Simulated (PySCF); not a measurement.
# C7H4O3: magnetic properties

What do calculations give for the magnetic properties of C7H4O3 (`C#CC1=C(C(=O)O)C(=C)O1`)?

Computed with PySCF 2.14.0 and routines of our own; the level stands in each step. Atoms count from 0.

## 1. The starting structure

14 atoms, charge 0, multiplicity 1; geometry from: GFN2-xTB.

## 2. Magnetic properties: GIAO KT3/pcSseg-1

Job settings and geometry (Å):

```
{"job": {"kind": "mag", "xc": "KT3", "basis": "pcSseg-1", "isotopologues": 0}, "charge": 0, "multiplicity": 1}
C      3.211503    -1.157853    -0.064188
C      2.023826    -0.974301    -0.133829
C      0.652378    -0.766823    -0.215678
C     -0.253740     0.230505     0.055515
C     -0.243377     1.580185     0.565312
O     -1.220168     2.275030     0.715102
O      1.000875     2.002268     0.868990
C     -1.277798    -0.706321    -0.416744
C     -2.579821    -0.785825    -0.597549
O     -0.283276    -1.682547    -0.669424
H      4.248817    -1.303330     0.002367
H      0.959587     2.909789     1.207929
H     -3.201462     0.055532    -0.352180
H     -3.038020    -1.676782    -0.987789
```

Level: GIAO KT3/pcSseg-1 magnetisability, rotational g tensor and spin-rotation constants, non-relativistic, gas phase.

Started as:

```console
$ OMP_NUM_THREADS=1 python excited_run.py task.json out
```

This one command runs all jobs of the session in turn.

What it wrote:

```text
coarse grid: 13344 points
cycle   1  E = -501.6318825690  dE =  2.013e+00  |g| = 1.249e+00  |ddm| = 4.191e+00
cycle   2  E = -498.8191588200  dE =  2.813e+00  |g| = 3.100e+00  |ddm| = 4.162e+00
cycle   3  E = -501.4808201733  dE = -2.662e+00  |g| = 1.279e+00  |ddm| = 3.726e+00
cycle   4  E = -501.9018371241  dE = -4.210e-01  |g| = 3.446e-01  |ddm| = 1.355e+00
cycle   5  E = -501.8668263287  dE =  3.501e-02  |g| = 4.912e-01  |ddm| = 6.755e-01
cycle   6  E = -501.9281162283  dE = -6.129e-02  |g| = 1.063e-01  |ddm| = 5.264e-01
cycle   7  E = -501.9303249159  dE = -2.209e-03  |g| = 5.135e-02  |ddm| = 1.384e-01
cycle   8  E = -501.9307500383  dE = -4.251e-04  |g| = 3.154e-02  |ddm| = 5.830e-02
cycle   9  E = -501.9309753857  dE = -2.253e-04  |g| = 1.055e-02  |ddm| = 3.409e-02
cycle  10  E = -501.9310102910  dE = -3.491e-05  |g| = 3.372e-03  |ddm| = 1.433e-02
cycle  11  E = -501.9310130003  dE = -2.709e-06  |g| = 1.270e-03  |ddm| = 3.668e-03
final grid: 133568 points
cycle  12  E = -502.0369548964  dE = -2.665e-04  |g| = 2.236e-02  |ddm| = 2.037e-01
cycle  13  E = -502.0366703183  dE =  2.846e-04  |g| = 4.510e-02  |ddm| = 5.689e-02
cycle  14  E = -502.0370205211  dE = -3.502e-04  |g| = 9.207e-03  |ddm| = 4.400e-02
cycle  15  E = -502.0370383812  dE = -1.786e-05  |g| = 2.143e-03  |ddm| = 9.234e-03
cycle  16  E = -502.0370393099  dE = -9.287e-07  |g| = 6.656e-04  |ddm| = 2.223e-03
cycle  17  E = -502.0370393913  dE = -8.138e-08  |g| = 3.843e-04  |ddm| = 9.275e-04
cycle  18  E = -502.0370394307  dE = -3.948e-08  |g| = 1.089e-04  |ddm| = 3.654e-04
cycle  19  E = -502.0370394334  dE = -2.703e-09  |g| = 3.589e-05  |ddm| = 1.205e-04
cycle  20  E = -502.0370394337  dE = -2.502e-10  |g| = 1.601e-05  |ddm| = 3.626e-05
converged SCF energy = -502.0370394337

Magnetisability tensor (1e-30 J/T^2)
    -1046.32       -7.79       25.44
       -7.79    -1046.99       91.39
       25.44       91.39    -1253.88
isotropic -1115.73   principal values   -1291.35  -1043.54  -1012.31
isotropic susceptibility -67.191 1e-6 cm^3/mol

Inertial axes            a          b          c
rot. const./GHz      1.6917     1.3183     0.7409
chi total           -62.465    -61.341    -77.767
chi diamagnetic    -778.576   -970.165  -1647.567
chi paramagnetic    716.111    908.824   1569.800
quadrupole/D A        3.039      5.293     -8.332
g nuclear            0.5447     0.5423     0.5434
g electronic        -0.5691    -0.5629    -0.5464
g total             -0.0244    -0.0205    -0.0030

Spin-rotation constants (kHz, H = +C I.J)
atom  isotope        aa         bb         cc
 10     1H        0.042     -0.115     -0.086
 11     1H       -0.097      0.047     -0.109
 12     1H        0.103     -0.101     -0.087
 13     1H       -0.175      0.112     -0.089
  0    13C*       0.303      0.378      0.237
  1    13C*       0.104      0.379      0.245
  2    13C*       0.621      0.579      0.162
  3    13C*       0.495      0.523      0.134
  4    13C*       0.493      0.644      0.184
  5    17O*      -0.902     -0.614     -0.084
  6    17O*      -0.426     -0.265     -0.149
  7    13C*       0.670      0.567      0.179
  8    13C*       0.544      0.422      0.094
  9    17O*      -0.524     -0.374     -0.123
* in the singly substituted isotopologue
```

It took 52 s on 1 thread of Arm Neoverse V1, shared host; peak memory 0.68 GiB.

From this job:

| quantity | value |
| --- | --- |
| magnetisability | -1116·10⁻³⁰ J/T² |
| molar susceptibility | -67.2·10⁻⁶ cm³/mol |
| rotational g (a, b, c) | -0.0244, -0.0205, -0.0030 |

## 3. Magnetic properties: GIAO revPBE/cc-pVDZ

The job, as its differences from that of step 2:

```diff
@@ -1,2 +1,2 @@
-{"job": {"kind": "mag", "xc": "KT3", "basis": "pcSseg-1", "isotopologues": 0}, "charge": 0, "multiplicity": 1}
+{"job": {"kind": "mag", "xc": "revPBE", "basis": "cc-pVDZ"}, "charge": 0, "multiplicity": 1}
 C      3.211503    -1.157853    -0.064188
```

Level: GIAO revPBE/cc-pVDZ magnetisability, rotational g tensor and spin-rotation constants, non-relativistic, gas phase.

What it wrote:

```text
coarse grid: 13344 points
cycle   1  E = -494.3072189954  dE =  1.995e+00  |g| = 1.161e+00  |ddm| = 9.634e+00
cycle   2  E = -491.4988140350  dE =  2.808e+00  |g| = 3.078e+00  |ddm| = 5.879e+00
cycle   3  E = -494.1508776906  dE = -2.652e+00  |g| = 1.251e+00  |ddm| = 4.885e+00
cycle   4  E = -494.5490974298  dE = -3.982e-01  |g| = 3.362e-01  |ddm| = 1.913e+00
cycle   5  E = -494.5121425803  dE =  3.695e-02  |g| = 4.971e-01  |ddm| = 1.069e+00
cycle   6  E = -494.5734135457  dE = -6.127e-02  |g| = 1.144e-01  |ddm| = 8.141e-01
cycle   7  E = -494.5762691164  dE = -2.856e-03  |g| = 4.835e-02  |ddm| = 2.589e-01
cycle   8  E = -494.5766508817  dE = -3.818e-04  |g| = 3.018e-02  |ddm| = 9.187e-02
cycle   9  E = -494.5768312554  dE = -1.804e-04  |g| = 1.180e-02  |ddm| = 5.372e-02
cycle  10  E = -494.5768750220  dE = -4.377e-05  |g| = 3.285e-03  |ddm| = 2.413e-02
cycle  11  E = -494.5768774207  dE = -2.399e-06  |g| = 1.245e-03  |ddm| = 5.966e-03
final grid: 133568 points
cycle  12  E = -494.5938880381  dE =  1.507e-05  |g| = 2.257e-02  |ddm| = 1.566e-01
cycle  13  E = -494.5933630785  dE =  5.250e-04  |g| = 5.607e-02  |ddm| = 1.074e-01
cycle  14  E = -494.5939734339  dE = -6.104e-04  |g| = 9.281e-03  |ddm| = 7.714e-02
cycle  15  E = -494.5939922314  dE = -1.880e-05  |g| = 1.908e-03  |ddm| = 1.357e-02
cycle  16  E = -494.5939929089  dE = -6.775e-07  |g| = 8.897e-04  |ddm| = 3.621e-03
cycle  17  E = -494.5939931027  dE = -1.938e-07  |g| = 2.082e-04  |ddm| = 1.425e-03
cycle  18  E = -494.5939931100  dE = -7.312e-09  |g| = 1.130e-04  |ddm| = 4.509e-04
cycle  19  E = -494.5939931138  dE = -3.740e-09  |g| = 2.409e-05  |ddm| = 2.305e-04
cycle  20  E = -494.5939931139  dE = -1.169e-10  |g| = 1.406e-05  |ddm| = 5.456e-05
converged SCF energy = -494.5939931139

Magnetisability tensor (1e-30 J/T^2)
    -1026.41       -9.12       27.66
       -9.12    -1035.40       97.02
       27.66       97.02    -1255.19
isotropic -1105.67   principal values   -1295.04  -1023.33   -998.63
isotropic susceptibility -66.585 1e-6 cm^3/mol

Inertial axes            a          b          c
rot. const./GHz      1.6917     1.3183     0.7409
chi total           -61.322    -60.444    -77.989
chi diamagnetic    -777.269   -969.435  -1647.088
chi paramagnetic    715.948    908.991   1569.099
quadrupole/D A        2.244      5.477     -7.721
g nuclear            0.5447     0.5423     0.5434
g electronic        -0.5690    -0.5630    -0.5462
g total             -0.0243    -0.0206    -0.0028

Spin-rotation constants (kHz, H = +C I.J)
atom  isotope        aa         bb         cc
 10     1H        0.041     -0.120     -0.089
 11     1H       -0.101      0.045     -0.115
 12     1H        0.107     -0.105     -0.089
 13     1H       -0.182      0.115     -0.092
  0    13C*       0.286      0.355      0.220
  1    13C*       0.098      0.351      0.227
  2    13C*       0.594      0.559      0.149
  3    13C*       0.485      0.517      0.121
  4    13C*       0.479      0.610      0.165
  5    17O*      -0.907     -0.583     -0.068
  6    17O*      -0.403     -0.255     -0.134
  7    13C*       0.653      0.540      0.165
  8    13C*       0.523      0.407      0.076
  9    17O*      -0.492     -0.360     -0.108
* in the singly substituted isotopologue
```

Wall time 44 s (1 thread of Arm Neoverse V1, shared host); peak memory 0.61 GiB.

In short:

| quantity | value |
| --- | --- |
| magnetisability | -1106·10⁻³⁰ J/T² |
| molar susceptibility | -66.6·10⁻⁶ cm³/mol |
| rotational g (a, b, c) | -0.0243, -0.0206, -0.0028 |

## 4. The levels compared

| level | ξ (10⁻³⁰ J/T²) | g(a) | g(b) | gap (eV) | functions | time |
| --- | --- | --- | --- | --- | --- | --- |
| GIAO KT3/pcSseg-1 | -1116 | -0.0244 | -0.0205 | 2.85 | 190 | 52 s |
| GIAO revPBE/cc-pVDZ | -1106 | -0.0243 | -0.0206 | 2.79 | 160 | 44 s |

## 5. Outcome

| quantity | value |
| --- | --- |
| magnetisability (step 2, GIAO KT3/pcSseg-1) | -1116·10⁻³⁰ J/T² |
| molar susceptibility (step 2, GIAO KT3/pcSseg-1) | -67.2·10⁻⁶ cm³/mol |
| rotational g (a, b, c) (step 2, GIAO KT3/pcSseg-1) | -0.0244, -0.0205, -0.0030 |
| magnetisability over the levels | -1116 to -1106·10⁻³⁰ J/T² |

In words: The magnetisability spreads by 0.9 % over 2 levels of like cost. Two levels can agree by chance, so this spread shows no convergence. Vibrational averaging and real surroundings are missing from these values.
